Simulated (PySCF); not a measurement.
# RbNa: from the state search to spectroscopic constants

An exercise on one series of results from a longer session: the logs are not shown, and one member is left open.

Computed with PySCF 2.14.0. Level: Rb jorge-DZP-DKH, Na jorge-DZP-DKH, spin-free X2C with a Gaussian nucleus.

Set-up of the first run:

A driver script around PySCF takes these settings:

```json
{
 "atoms": "Rb, Na",
 "charge": "0",
 "basis": "Rb jorge-DZP-DKH, Na jorge-DZP-DKH",
 "Hamiltonian": "spin-free X2C with a Gaussian nucleus",
 "basis functions": "60",
 "electrons treated": "48",
 "masses in u": "84.9118, 22.9898",
 "levels": "PBE0, PBE, r²SCAN, M06-L, B3LYP, PW91, LC-ωPBE, HF, MP2, SCS-MP2, CCSD, CCSD(T)",
 "grid": "80 radial by 434 angular points",
 "occupations": "held fixed by the projection of orbital angular momentum",
 "dissociation limit": "Rb + Na, each in its ground configuration",
 "starting distance in angstrom": "3.635",
 "values of 2S to try": "0, 2"
}
```

Command:

```bash
OMP_NUM_THREADS=1 python dia.py task.json out
```

Among the steps run: The job; First curve: PBE0; Excited determinants; PBE (GGA); r²SCAN (meta-GGA); M06-L; B3LYP; PW91 (GGA); LC-ωPBE (range-separated hybrid); RHF (mean field); Correlated methods on the Hartree–Fock reference.

One table of the session follows, with a row left open; its other results are not shown here.

Energy (eV) from each level's lowest point:

| R (Å) | RHF | RHF-MP2 | RHF-SCS-MP2 | RHF-CCSD | RHF-CCSD(T) |
| --- | --- | --- | --- | --- | --- |
| 3.131 | 0.233 | 0.133 | 0.145 | n/a | n/a |
| 3.277 | 0.135 | 0.064 | 0.071 | 0.071 | 0.068 |
| 3.422 | 0.068 | 0.022 | 0.026 | 0.026 | 0.024 |
| 3.532 | 0.033 | 0.005 | 0.007 | 0.007 | 0.007 |
| 3.641 | 0.012 | 0.000 | 0.000 | 0.000 | 0.000 |
| 3.750 | 0.001 | 0.004 | 0.002 | 0.002 | 0.002 |
| 3.896 | 0.000 | 0.021 | 0.017 | 0.016 | 0.017 |
| 4.078 | ? | ? | ? | ? | ? |
| 4.296 | 0.059 | 0.116 | 0.105 | 0.100 | 0.099 |
| 4.588 | 0.137 | 0.208 | 0.195 | n/a | n/a |

**Question.** Estimate the row for R (Å) = 4.078.

Worked estimate for «RHF». A straight line through the neighbours (3.896, 0.000) and (4.296, 0.059) gives 0.000 + (0.059 − 0.000) × (4.078 − 3.896) / (4.296 − 3.896) = 0.027; a parabola fitted to 4 rows on both sides gives 0.020.

As computed: RHF: 0.018; RHF-MP2: 0.057; RHF-SCS-MP2: 0.050; RHF-CCSD: 0.048; RHF-CCSD(T): 0.048. In «RHF» the line misses by +0.009 and the parabola by +0.002.
